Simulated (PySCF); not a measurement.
# C₆H₁₂Si: electronic excitations

Wanted: the electronic excitations of C₆H₁₂Si (`CCC[SiH2]C1C=C1`), by calculation.

Computed with PySCF 2.14.0, with density-fitted response routines of our own, on a single molecule in the gas phase. Atoms are numbered from 0 throughout.

## Step 1: The molecule as given

19 atoms, charge 0, multiplicity 1; geometry from: GFN2-xTB.

Bonds of the start (Å): C0–C1 1.52, C1–C2 1.53, C2–Si3 1.90, Si3–C4 1.89, C4–C5 1.51, C5–C6 1.29, C6–C4 1.51, C0–H7 1.09, C0–H8 1.09, C0–H9 1.09, C1–H10 1.09, C1–H11 1.09, C2–H12 1.09, C2–H13 1.09, Si3–H14 1.47, Si3–H15 1.47, C4–H16 1.09, C5–H17 1.06, C6–H18 1.06.

## Step 2: Excited states and response: B3LYP/def2-SVPD

What the job is given:

```
{"job": {"kind": "uv", "xc": "B3LYP", "basis": "def2-SVPD", "nstates": 8, "ntriplets": 3}, "charge": 0, "multiplicity": 1}
C     -2.886169     0.161708    -0.557071
C     -1.441118    -0.241784    -0.285922
C     -0.813667     0.587629     0.831813
Si     0.976006     0.075672     1.233258
C      2.050299     0.318795    -0.301322
C      3.319941    -0.473303    -0.523514
C      2.321850    -0.811330    -1.272265
H     -3.493519     0.027158     0.336077
H     -3.312120    -0.442944    -1.355301
H     -2.941907     1.207792    -0.852180
H     -0.856383    -0.119486    -1.200195
H     -1.409796    -1.299519    -0.013818
H     -1.429004     0.494039     1.728532
H     -0.843769     1.642223     0.549440
H      1.477146     0.902878     2.339939
H      1.015793    -1.341279     1.618112
H      2.036122     1.323210    -0.732003
H      4.327531    -0.588927    -0.210884
H      1.892961    -1.413283    -2.034359
```

With the program's defaults for keys left out, this is: TDDFT B3LYP/def2-SVPD, vertical, gas phase, core orbitals frozen in the response.

The run is started by

```console
> OMP_NUM_THREADS=1 python probes_run.py task.json out
```

The driver reads the jobs from task.json and runs them one after another.

Predict these results of the whole session: lowest singlet (B3LYP/def2-SVPD); brightest single state of those computed; lowest triplet.

As calculated:

| quantity | value |
| --- | --- |
| lowest singlet (B3LYP/def2-SVPD) | 5.29 eV (234 nm), f = 0.021 |
| brightest single state of those computed | state 7, 6.88 eV, f = 0.038 |
| lowest triplet | 3.67 eV |

In words: The first singlet state (HOMO→LUMO 0.96) lies at 5.29 eV and is weak; of the 8 states computed, the strongest absorption comes from states 6 to 7 together at 6.88 eV. The lowest triplet lies 1.62 eV below the lowest singlet (triplets in Tamm-Dancoff, singlets in full TDDFT). States above −ε(HOMO) lie where TDDFT describes them poorly and they hang on the basis; the brightest is among them.
